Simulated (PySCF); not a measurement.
**RuF₂⁺: relaxation and vibrations of the sextet**

The task is one start of a wider search on RuF₂⁺: the sextet, from a linear start. It is relaxed, tested by its Hessian and followed downhill if it is a saddle.

Computed with PySCF 2.14.0. Level: PBE0, basis Ru def2-TZVP with ECP28, F def2-TZVP, scalar-relativistic core potentials, no spin–orbit coupling, density fitting.

## 1. The starting structure

3 atoms, charge 1, spin multiplicity 6.

Bond lengths: Ru1–F2 1.852 Å, Ru1–F3 1.852 Å. Angles: F2–Ru1–F3 180.0°.

Z-matrix (Å, degrees; charge 1 multiplicity 6):
```
Ru
F  1 1.8522
F  1 1.8522 2 180.00
```

## 2. Relaxing the sextet from the linear start

The steps below are one call of a driver around PySCF. For each, scf.py gives the equivalent set-up of the SCF; relaxations use the driver's own optimiser. Before each start the driver seeks the lowest SCF state from one or more starting densities and follows internal instabilities, so scf.py alone need not reach the same state.

The program finds D∞h symmetry in the start, which this walk keeps. The walk stops when the largest gradient is under 0.0003 Eh/bohr and the energy has settled too.

File scf.py:

```python
from pyscf import gto, scf, dft
mol = gto.M(atom='''
Ru     0.000000     0.000000     0.000000
F      0.000000     0.000000     1.852200
F      0.000000     0.000000    -1.852200''',
    basis={'Ru': 'def2-TZVP', 'F': 'def2-TZVP'},
    ecp={'Ru': 'def2-TZVP'},
    charge=1, spin=5)
mf = dft.UKS(mol, xc='PBE0')
mf.grids.atom_grid = (50, 194)
aux = {'Ru': 'def2-universal-JKFIT', 'F': 'def2-universal-JKFIT'}
mf = mf.density_fit(auxbasis=aux)
mf.kernel()
```

Steps of the walk:

| step | energy (Eh) | change (kJ/mol) | largest symmetric gradient (Eh/bohr) |
| --- | --- | --- | --- |
| 0 | -294.096969 | 0.00 | 0.01907 |
| 1 | -294.098107 | -2.99 | 0.00482 |
| 2 | -294.098170 | -3.15 | 0.00045 |
| 3 | -294.098171 | -3.16 | 0.00001 |

The walk needed 4.7 s of wall time on 4 threads, shared host.

It settles in D∞h symmetry, 3.2 kJ/mol below the start, after 3 steps: Ru–F 1.820 Å (×2); F–Ru–F 180.0°.

## 3. Is it a minimum? Harmonic modes

The point is checked on the finer grid, and tightened if its gradient asks for it. The Hessian and the dipole derivatives come from central differences of analytic gradients, with steps of 0.01 bohr.

Edit scf.py of step 2 so:

```diff
@@ -3,3 +3,3 @@
-Ru     0.000000     0.000000     0.000000
-F      0.000000     0.000000     1.852200
-F      0.000000     0.000000    -1.852200''',
+Ru    -0.000000     0.000000     0.000000
+F     -0.000000     0.000000     1.820429
+F      0.000000     0.000000    -1.820429''',
@@ -10 +10 @@
-mf.grids.atom_grid = (50, 194)
+mf.grids.atom_grid = (75, 302)
```

This SCF starts from the last density.

Log of the central SCF (cycles and frontier levels):

```text
init E= -294.09819573819
[... the frontier-level lines of each cycle are left out ...]
cycle= 1 E= -294.098195737679  delta_E= 5.11e-10  |g|= 4.15e-05  |ddm|= 2.81e-05
cycle= 2 E= -294.098195733818  delta_E= 3.86e-09  |g|= 0.000114  |ddm|= 7.39e-05
cycle= 3 E= -294.098195738266  delta_E= -4.45e-09  |g|= 4.16e-06  |ddm|= 5.39e-05
cycle= 4 E= -294.098195738273  delta_E= -6.65e-12  |g|= 7.96e-07  |ddm|= 2.47e-06
Extra cycle  E= -294.098195738272  delta_E= 1.08e-12  |g|= 1.52e-06  |ddm|= 9.89e-07
converged SCF energy = -294.098195738272  <S^2> = 8.7570744  2S+1 = 6.0023577
```

The whole step took 13 s.

Geometry: D∞h; Ru–F 1.820 Å (×2); F–Ru–F 180.0°.

Modes, for the most abundant isotopes:

```
symmetry  ω (cm⁻¹)  IR (km/mol)     type
      πu       70i         53.1     bend
     σg+       692          0.0  stretch
     σu+       787          194  stretch
```

With 2 modes imaginary (up to 70i cm⁻¹) this point is a saddle.

Properties at this point:

```yaml
Dipole_moment_about_the_centre_of_mass: 0.00 D
Highest_occupied_level: -16.73 eV
Lowest_empty_level: -13.29 eV
Rotational_constants: 0.1339 cm⁻¹
Zero-point_energy_real_modes: 8.8 kJ/mol
Principal_polarisabilities: 17.1, 17.1, 44.8 bohr³
Principal_traceless_quadrupole_moments_about_the_centre_of_mass: -8.37, 4.19, 4.19 D Å
Spin_squared_⟨S²⟩: 8.757
```

Populations by atom (charges in e):

```csv
atom,Mulliken,Löwdin,polar tensor,spin (Mulliken),Mayer order to Ru1
Ru1,1.64,1.36,2.09,4.36,–
"F2,3",-0.32,-0.18,-0.54,0.32,1.00
```

Outer orbital energies (eV). α occupied: -20.82, -20.82, -19.46, -19.46, -19.27, -17.26, -17.26, -16.73; empty: -7.14, -6.55, -6.55, -3.65. β occupied: -39.35, -38.62, -21.39, -19.47, -19.47, -18.70, -18.11, -18.11; empty: -13.29, -13.29, -11.93, -11.93.

Mulliken populations on Ru1 (outside its core potential): s 2.47, p 6.15, d 5.72, f 0.02.

## 4. Leaving the saddle point

The start is the last point, displaced along its most imaginary mode.

The program finds C2v symmetry in the start, which this walk keeps. Threshold on the gradient: 0.0003 Eh/bohr, with a further test on the energy change.

Edit scf.py of step 3 so:

```diff
@@ -3,3 +3,3 @@
-Ru    -0.000000     0.000000     0.000000
-F     -0.000000     0.000000     1.820429
-F      0.000000     0.000000    -1.820429''',
+Ru     0.000000    -0.093217    -0.000000
+F     -0.000000     0.250000     1.820429
+F     -0.000000     0.250000    -1.820429''',
@@ -10 +10 @@
-mf.grids.atom_grid = (75, 302)
+mf.grids.atom_grid = (50, 194)
```

Steps of the walk:

| step | energy (Eh) | change (kJ/mol) | largest symmetric gradient (Eh/bohr) |
| --- | --- | --- | --- |
| 0 | -294.097458 | 0.00 | 0.01827 |
| 1 | -294.098546 | -2.86 | 0.00446 |
| 2 | -294.098603 | -3.01 | 0.00038 |
| 3 | -294.098605 | -3.01 | 0.00021 |

The walk took 5.1 s.

After 3 steps and 3.0 kJ/mol it ends at C2v: Ru–F 1.821 Å (×2); F–Ru–F 158.9°.

## 5. Vibrations and properties at this point

The same treatment as at the point before.

Edit scf.py of step 4 so:

```diff
@@ -3,3 +3,3 @@
-Ru     0.000000    -0.093217    -0.000000
-F     -0.000000     0.250000     1.820429
-F     -0.000000     0.250000    -1.820429''',
+Ru     0.000000    -0.090404     0.000000
+F     -0.000000     0.242456     1.790321
+F     -0.000000     0.242456    -1.790321''',
@@ -10 +10 @@
-mf.grids.atom_grid = (50, 194)
+mf.grids.atom_grid = (75, 302)
```

SCF at the final geometry:

```text
init E= -294.09861991287
[... the frontier-level lines of each cycle are left out ...]
cycle= 1 E= -294.098619912724  delta_E= 1.46e-10  |g|= 2.25e-05  |ddm|= 1.47e-05
cycle= 2 E= -294.098619911634  delta_E= 1.09e-09  |g|= 6.08e-05  |ddm|= 3.91e-05
cycle= 3 E= -294.098619912896  delta_E= -1.26e-09  |g|= 1.36e-06  |ddm|= 2.87e-05
cycle= 4 E= -294.098619912896  delta_E= -1.71e-13  |g|= 3.16e-07  |ddm|= 8.04e-07
Extra cycle  E= -294.098619912896  delta_E= 5.68e-14  |g|= 8.06e-07  |ddm|= 5.7e-07
converged SCF energy = -294.098619912896  <S^2> = 8.7570764  2S+1 = 6.0023583
```

The whole step took 15 s.

Geometry: C2v; Ru–F 1.821 Å (×2); F–Ru–F 158.9°.

Modes, for the most abundant isotopes:

```json
{"symmetry": "a1", "ω (cm⁻¹)": "83", "IR (km/mol)": "22.4", "μ (u)": "24.10", "type": "bend"}
{"symmetry": "a1", "ω (cm⁻¹)": "693", "IR (km/mol)": "5.0", "μ (u)": "19.18", "type": "stretch"}
{"symmetry": "b2", "ω (cm⁻¹)": "777", "IR (km/mol)": "169", "μ (u)": "24.22", "type": "stretch"}
```

All wavenumbers are real: a minimum.

Constants and moments:

```yaml
Dipole_moment_about_the_centre_of_mass: 1.36 D
Highest_occupied_level: -16.70 eV
Lowest_empty_level: -13.14 eV
Rotational_constants: 5.497, 0.1384, 0.135 cm⁻¹
Zero-point_energy: 9.3 kJ/mol
Principal_polarisabilities: 16.9, 17.7, 43.5 bohr³
Principal_traceless_quadrupole_moments_about_the_centre_of_mass: -7.80, 3.80, 4.00 D Å
Entropy_at_298.15_K_and_1_bar_electronic_part_spin_only: 291.0 J/(mol K)
Heat_capacity_Cp_at_298.15_K: 47.9 J/(mol K)
Enthalpy_at_298.15_K_above_0_K: 12.46 kJ/mol
Rotational_symmetry_number: 2
Spin_squared_⟨S²⟩: 8.757
```

Populations by atom (charges in e):

```csv
atom,Mulliken,Löwdin,polar tensor,spin (Mulliken),Mayer order to Ru1
Ru1,1.65,1.35,2.02,4.33,–
"F2,3",-0.33,-0.17,-0.51,0.34,1.01
```

Outer orbital energies (eV). α occupied: -20.77, -20.76, -19.40, -19.37, -19.28, -17.29, -17.02, -16.70; empty: -7.75, -6.51, -6.00, -3.69. β occupied: -39.30, -38.66, -21.23, -19.61, -19.39, -18.63, -18.24, -18.17; empty: -13.14, -13.14, -11.88, -11.62.

Mulliken populations on Ru1 (outside its core potential): s 2.42, p 6.15, d 5.76, f 0.02.

## 6. The points found, side by side

| spin | group | bonds | imaginary modes (cm⁻¹) | ΔE (kJ/mol) | with zero-point energy |
| --- | --- | --- | --- | --- | --- |
| sextet | C2v | Ru–F 1.821 Å (×2) | none | 0.0 | 0.0 |
| sextet | D∞h | Ru–F 1.820 Å (×2) | 70i, 70i | 1.1 | – |

## 7. Summary of results

```
                                          quantity                             value
                                           minimum                       sextet, C2v
                                          geometry  Ru–F 1.821 Å (×2); F–Ru–F 158.9°
                                wavenumbers (cm⁻¹)       83 (a1), 693 (a1), 777 (b2)
                    dipole moment (centre of mass)                            1.36 D
highest occupied, lowest empty level (either spin)                 -16.70, -13.14 eV
                        polar-tensor charge of Ru1                           +2.02 e
                                 zero-point energy                        9.3 kJ/mol
                               entropy at 298.15 K                   291.0 J/(mol K)
                                              ⟨S²⟩                             8.757
```

What this shows: From D∞h at the start the molecule goes to a C2v minimum, after a stop at a second-order saddle point 1.1 kJ/mol higher, from which it was pushed off along an imaginary mode. In the infrared the band at 777 cm⁻¹ (b2, stretch) leads. Most of the spin sits on Ru1 (Mulliken spin 4.33, against 5 for the whole molecule). Other starts or spin states, not run here, may lie lower. The soft modes, below some 90 cm⁻¹, carry numerical noise of tens of cm⁻¹, and the entropy with them. One determinant may miss the lowest occupation of an open d or f shell.

The search up to here needed 44 s of wall time on 4 threads, shared host.
